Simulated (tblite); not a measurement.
# C5H9GeP: the cost of one run

Programs: tblite 0.8.0 and PySCF 2.14.0, with density-fitted response routines of our own. Each step states its level of theory. These are calculated values for one molecule in the gas phase, unless marked as measured. Atoms count from 0, in the outputs and in this text.

**1. The starting structure**

16 atoms, charge 0, multiplicity 1; geometry from: force field or distance geometry start.

Bonds of the start (Å): C0–C1 1.22, C1–Ge2 1.89, Ge2–P3 2.27, Ge2–C4 1.92, C4–C5 1.48, C5–C6 1.34, C0–H7 1.07, Ge2–H8 1.57, P3–H9 1.44, P3–H10 1.44, C4–H11 1.13, C4–H12 1.13, C5–H13 1.09, C6–H14 1.09, C6–H15 1.09.

**2. Relaxing the molecule with GFN2-xTB**

What the job is given:

```
{"job": {"kind": "relax", "xc": "GFN2-xTB", "basis": "xTB"}, "charge": 0, "multiplicity": 1}
C      1.812900    -2.574300     0.556800
C      1.538600    -1.472600     0.113600
Ge     1.172100     0.250800    -0.563100
P      1.889200     1.798700     0.933500
C     -0.705700     0.358100    -0.961900
C     -1.575000    -0.596700    -0.240000
C     -2.528500    -0.052800     0.537000
H      2.028200    -3.549600     0.948100
H      1.936200     0.441000    -1.922200
H      0.825700     2.466300     1.645100
H      2.861700     2.699100     0.364500
H     -0.830400     0.212000    -2.077500
H     -1.111400     1.397000    -0.783800
H     -1.464700    -1.675500    -0.300900
H     -2.670000     1.019000     0.633900
H     -3.186600    -0.711500     1.105400
```

Run with:

```console
$ OMP_NUM_THREADS=1 python probes_run.py task.json out
```

The driver reads the jobs from task.json and runs them one after another.

**Question.** How long does this first job take on 1 thread of Arm Neoverse N1, shared host, and how much memory does it need?

About 1.8 s, with a peak of 0.18 GiB.
